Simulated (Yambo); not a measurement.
# Ru (P6_3/mmc) in Yambo: a series of runs

One crystal, Ru, is run at these levels: PBE; tasks: energy-loss spectrum.

Program: Yambo 5.3.0. These are calculated values, not measurements. Logs are shortened: lines on timing, memory, paths and dates and some standing lists are left out, and cuts for length are marked.

## 1. The structure

It takes space group P6_3/mmc (No. 194, hexagonal). Conventional cell: a = 2.706 Å, b = 2.706 Å, c = 4.282 Å, α = 90.00°, β = 90.00°, γ = 120.00°. Around Ru (site symmetry -6m2) lie 12 Ru at 2.65 to 2.71 Å.

## 2. Energy-loss spectrum, PBE

eels4.in reads:

```
optics
chi
Chimod= "HARTREE"
% BndsRnXd
 1 | 46 |
%
NGsBlkXd= 3 Ry
% LongDrXd
 1 | 1 | 1 |
%
% QpntsRXd
 6 | 6 |
%
% EnRngeXd
 0 | 50 | eV
%
% DmRngeXd
 0.3 | 0.3 | eV
%
ETStpsXd= 250
```

scf.in reads:

```
&CONTROL
  calculation = 'scf'
  prefix = 'pwscf'
  outdir = './tmp'
  pseudo_dir = './pseudo'
/
&SYSTEM
  ibrav = 0
  nat = 2
  ntyp = 1
  ecutwfc = 84
  nbnd = 24
  occupations = 'smearing'
  smearing = 'fd'
  degauss = 0.00367493
  force_symmorphic = .true.
/
&ELECTRONS
  conv_thr = 4d-10
  electron_maxstep = 120
  mixing_beta = 0.5
/
ATOMIC_SPECIES
Ru   101.0700 Ru.upf
CELL_PARAMETERS angstrom
   2.7058000000    0.0000000000    0.0000000000
  -1.3529000000    2.3432915376    0.0000000000
   0.0000000000    0.0000000000    4.2819000000
ATOMIC_POSITIONS crystal
Ru     0.6666666667    0.3333333333    0.7500000000
Ru     0.3333333333    0.6666666667    0.2500000000
K_POINTS automatic
12 12 8 0 0 0
```

nscf.in reads:

```
&CONTROL
  calculation = 'nscf'
  prefix = 'pwscf'
  outdir = './tmp'
  pseudo_dir = './pseudo'
/
&SYSTEM
  ibrav = 0
  nat = 2
  ntyp = 1
  ecutwfc = 84
  nbnd = 46
  occupations = 'smearing'
  smearing = 'fd'
  degauss = 0.00367493
  force_symmorphic = .true.
/
&ELECTRONS
  conv_thr = 1d-08
  diago_full_acc = .true.
  diago_thr_init = 1d-06
/
ATOMIC_SPECIES
Ru   101.0700 Ru.upf
CELL_PARAMETERS angstrom
   2.7058000000    0.0000000000    0.0000000000
  -1.3529000000    2.3432915376    0.0000000000
   0.0000000000    0.0000000000    4.2819000000
ATOMIC_POSITIONS crystal
Ru     0.6666666667    0.3333333333    0.7500000000
Ru     0.3333333333    0.6666666667    0.2500000000
K_POINTS automatic
12 12 8 0 0 0
```

Potentials or basis: PseudoDojo 0.4.1 SR PBE standard.

Run with:

```console
> OMP_NUM_THREADS=1 pw.x -in scf.in > scf.out
> OMP_NUM_THREADS=1 pw.x -in nscf.in > nscf.out
> cd tmp/pwscf.save; p2y; mv SAVE ../..; cd ../..
> OMP_NUM_THREADS=1 yambo
> OMP_NUM_THREADS=1 yambo -F eels4.in -J eels4 -C eels4_out
```

Yambo's report:

```text
[... sections 02.01 to 02.04 as in the set-up run ...]

[... 5 lines left out ...]
  [X] Bosonic    Temperature                        :  0.258606E-1   300.100    [eV K]
  [X] Finite Temperature mode                       : yes
  [X] El. density                                   :  0.11787E+25 [cm-3]
  [X] Fermi Level                                   :  23.74316 [eV]

  [X] === Gaps and Widths ===
  [X] Conduction Band Min                           :  23.74316 [eV]
  [X] Valence Band Max                              :  23.74316 [eV]
  [X] Filled Bands                                  :  14
  [X] Metallic Bands                                :  15  18
  [X] Empty Bands                                   :   19   46

  [X] === Metallic Characters ===
  [X] N of el / N of met el                         :  32.00000   4.15525
  [X] Average metallic occ.                         :  0.259703

  [WARNING] [X] Metallic system

 [03] Transferred momenta grid and indexing
 ==========================================

 IBZ Q-points                                      :  131
 BZ  Q-points                                      :  1152

 K/Q-points units:
 rlu = crystal or reduced units; cc = cartesian coordinates; iku = interal k-units

 Q [  1]        [rlu]:  0.000000  0.000000  0.000000
 Q [  2]        [rlu]:  0.000000  0.000000  0.125000
 Q [  3]        [rlu]:  0.000000  0.000000  0.250000
 Q [  4]        [rlu]:  0.000000  0.000000  0.375000
 Q [  5]        [rlu]:  0.000000  0.000000 -0.500000
 Q [  6]        [rlu]: -0.40406E-17  0.83333E-01   0.0000
[... 42 lines left out ...]
 Q [ 49]        [rlu]:  0.083333  0.250000  0.375000
 Q [ 50]        [rlu]:  0.083333  0.250000 -0.500000

 Remaining 81 points informations can be written running with -fatlog

 [04] Optics
 ===========

 [WF-X loader] Normalization (few states)  min/max  :  0.85149E-17   1.0000

 [X-CG] R(p) Tot o/o(of R):   110479   576355      100
```

It took 4.7 min on 1 thread of Arm Neoverse V2, shared host; peak memory 1 GiB.

What came out:

- Band gap on the k mesh, mean-field level: none (metal or under the smearing width)
- Peak of the energy-loss function: 31.7 eV

Energy-loss function at q = [0.0, 0.083333, 0.0] (reciprocal lattice):
```
energy (eV)   loss
        0.0  0.000
        2.2  0.019
        4.4  0.040
        6.4  0.074
        8.6  0.220
       10.8  0.693
       13.1  0.466
       15.3  0.370
       17.5  0.241
       19.5  0.321
       21.7  0.517
       23.9  0.684
       26.1  0.995
       28.3  1.774
       30.5  1.690
       32.5  1.814
       34.7  1.315
       36.9  0.703
       39.2  0.431
       41.4  0.256
       43.6  0.234
       45.6  0.306
       47.8  0.605
       50.0  0.637
```

## 3. Energy-loss spectrum, PBE

eels5.in reads:

```
optics
chi
Chimod= "HARTREE"
% BndsRnXd
 1 | 46 |
%
NGsBlkXd= 3 Ry
% LongDrXd
 1 | 1 | 1 |
%
% QpntsRXd
 7 | 7 |
%
% EnRngeXd
 0 | 50 | eV
%
% DmRngeXd
 0.3 | 0.3 | eV
%
ETStpsXd= 250
```

scf.in is that of step 2.

nscf.in is that of step 2.

Potentials or basis: PseudoDojo 0.4.1 SR PBE standard.

Run with:

```console
> OMP_NUM_THREADS=1 pw.x -in scf.in > scf.out
> OMP_NUM_THREADS=1 pw.x -in nscf.in > nscf.out
> cd tmp/pwscf.save; p2y; mv SAVE ../..; cd ../..
> OMP_NUM_THREADS=1 yambo
> OMP_NUM_THREADS=1 yambo -F eels5.in -J eels5 -C eels5_out
```

Yambo's report:

```text
[... sections 02.01 to 02.04 as in the set-up run ...]

[... 5 lines left out ...]
  [X] Bosonic    Temperature                        :  0.258606E-1   300.100    [eV K]
  [X] Finite Temperature mode                       : yes
  [X] El. density                                   :  0.11787E+25 [cm-3]
  [X] Fermi Level                                   :  23.74316 [eV]

  [X] === Gaps and Widths ===
  [X] Conduction Band Min                           :  23.74316 [eV]
  [X] Valence Band Max                              :  23.74316 [eV]
  [X] Filled Bands                                  :  14
  [X] Metallic Bands                                :  15  18
  [X] Empty Bands                                   :   19   46

  [X] === Metallic Characters ===
  [X] N of el / N of met el                         :  32.00000   4.15525
  [X] Average metallic occ.                         :  0.259703

  [WARNING] [X] Metallic system

 [03] Transferred momenta grid and indexing
 ==========================================

 IBZ Q-points                                      :  131
 BZ  Q-points                                      :  1152

 K/Q-points units:
 rlu = crystal or reduced units; cc = cartesian coordinates; iku = interal k-units

 Q [  1]        [rlu]:  0.000000  0.000000  0.000000
 Q [  2]        [rlu]:  0.000000  0.000000  0.125000
 Q [  3]        [rlu]:  0.000000  0.000000  0.250000
 Q [  4]        [rlu]:  0.000000  0.000000  0.375000
 Q [  5]        [rlu]:  0.000000  0.000000 -0.500000
 Q [  6]        [rlu]: -0.40406E-17  0.83333E-01   0.0000
[... 42 lines left out ...]
 Q [ 49]        [rlu]:  0.083333  0.250000  0.375000
 Q [ 50]        [rlu]:  0.083333  0.250000 -0.500000

 Remaining 81 points informations can be written running with -fatlog

 [04] Optics
 ===========

 [WF-X loader] Normalization (few states)  min/max  :  0.85149E-17   1.0000

 [X-CG] R(p) Tot o/o(of R):   153104   576337      100
```

o-eels5.eel_q7_inv_rpa_dyson:

```text
# Electron Energy Loss @ Q(7): -0.40406464E-17  0.83333333E-01  0.12500000     [iku]
#
# [ X ] Hartree size                              :   35
# [GEN] GF Energies                               : Perdew, Burke & Ernzerhof(X)+Perdew, Burke & Ernzerhof(C)
# [GEN] Green`s Function                          : Retarded
#
#    E[1] [eV]          Im(eel)            Re(eel)            Im(eel_o)          Re(eel_o)
#
        0.000000          -0.404240E-8       -0.014373           0.82136E-20       -0.009018
        0.200803           0.001469          -0.014189           0.001543          -0.008824
        0.401606           0.003063          -0.013707           0.003232          -0.008321
        0.602410           0.004761          -0.012992           0.005038          -0.007603
        0.803213           0.006653          -0.011971           0.007029          -0.006582
        1.004016           0.008926          -0.010764           0.009413          -0.005363
[... 242 lines left out ...]
        49.79920           0.645787          -0.758316           2.190332          -0.605737
        50.00000           0.656363          -0.763205           2.227023          -0.696396
#
```

Wall time 5 min (1 thread of Arm Neoverse V2, shared host); peak memory 1 GiB.

Results:

```
Band gap on the k mesh, mean-field level : none (metal or under the smearing width)
Peak of the energy-loss function         : 31.9 eV
```

Energy-loss function at q = [0.0, 0.083333, 0.125] (reciprocal lattice):
```tsv
energy (eV)	loss
0.0	0.000
2.2	0.020
4.4	0.041
6.4	0.076
8.6	0.212
10.8	0.645
13.1	0.407
15.3	0.387
17.5	0.285
19.5	0.348
21.7	0.454
23.9	0.680
26.1	1.159
28.3	1.549
30.5	1.602
32.5	1.768
34.7	1.375
36.9	0.754
39.2	0.454
41.4	0.281
43.6	0.230
45.6	0.306
47.8	0.593
50.0	0.656
```

## 4. Energy-loss spectrum, PBE

eels6.in reads:

```
optics
chi
Chimod= "HARTREE"
% BndsRnXd
 1 | 46 |
%
NGsBlkXd= 3 Ry
% LongDrXd
 1 | 1 | 1 |
%
% QpntsRXd
 8 | 8 |
%
% EnRngeXd
 0 | 50 | eV
%
% DmRngeXd
 0.3 | 0.3 | eV
%
ETStpsXd= 250
```

scf.in is that of step 3.

nscf.in is that of step 3.

Potentials or basis: PseudoDojo 0.4.1 SR PBE standard.

Run with:

```console
> OMP_NUM_THREADS=1 pw.x -in scf.in > scf.out
> OMP_NUM_THREADS=1 pw.x -in nscf.in > nscf.out
> cd tmp/pwscf.save; p2y; mv SAVE ../..; cd ../..
> OMP_NUM_THREADS=1 yambo
> OMP_NUM_THREADS=1 yambo -F eels6.in -J eels6 -C eels6_out
```

Yambo's report:

```text
[... sections 02.01 to 02.04 as in the set-up run ...]

[... 5 lines left out ...]
  [X] Bosonic    Temperature                        :  0.258606E-1   300.100    [eV K]
  [X] Finite Temperature mode                       : yes
  [X] El. density                                   :  0.11787E+25 [cm-3]
  [X] Fermi Level                                   :  23.74316 [eV]

  [X] === Gaps and Widths ===
  [X] Conduction Band Min                           :  23.74316 [eV]
  [X] Valence Band Max                              :  23.74316 [eV]
  [X] Filled Bands                                  :  14
  [X] Metallic Bands                                :  15  18
  [X] Empty Bands                                   :   19   46

  [X] === Metallic Characters ===
  [X] N of el / N of met el                         :  32.00000   4.15525
  [X] Average metallic occ.                         :  0.259703

  [WARNING] [X] Metallic system

 [03] Transferred momenta grid and indexing
 ==========================================

 IBZ Q-points                                      :  131
 BZ  Q-points                                      :  1152

 K/Q-points units:
 rlu = crystal or reduced units; cc = cartesian coordinates; iku = interal k-units

 Q [  1]        [rlu]:  0.000000  0.000000  0.000000
 Q [  2]        [rlu]:  0.000000  0.000000  0.125000
 Q [  3]        [rlu]:  0.000000  0.000000  0.250000
 Q [  4]        [rlu]:  0.000000  0.000000  0.375000
 Q [  5]        [rlu]:  0.000000  0.000000 -0.500000
 Q [  6]        [rlu]: -0.40406E-17  0.83333E-01   0.0000
[... 42 lines left out ...]
 Q [ 49]        [rlu]:  0.083333  0.250000  0.375000
 Q [ 50]        [rlu]:  0.083333  0.250000 -0.500000

 Remaining 81 points informations can be written running with -fatlog

 [04] Optics
 ===========

 [WF-X loader] Normalization (few states)  min/max  :  0.85149E-17   1.0000

 [X-CG] R(p) Tot o/o(of R):   153208   576296      100
```

Run time: 5 min. Hardware: 1 thread of Arm Neoverse V2, shared host; peak memory 1 GiB.

Results:

| Item | Value |
| --- | --- |
| Band gap on the k mesh, mean-field level | none (metal or under the smearing width) |
| Peak of the energy-loss function | 32.7 eV |

Energy-loss function at q = [0.0, 0.083333, 0.25] (reciprocal lattice):
```csv
energy (eV),loss
0.0,0.000
2.2,0.020
4.4,0.042
6.4,0.078
8.6,0.211
10.8,0.640
13.1,0.365
15.3,0.350
17.5,0.316
19.5,0.355
21.7,0.453
23.9,0.629
26.1,1.242
28.3,1.433
30.5,1.431
32.5,1.759
34.7,1.418
36.9,0.802
39.2,0.495
41.4,0.311
43.6,0.230
45.6,0.307
47.8,0.592
50.0,0.646
```
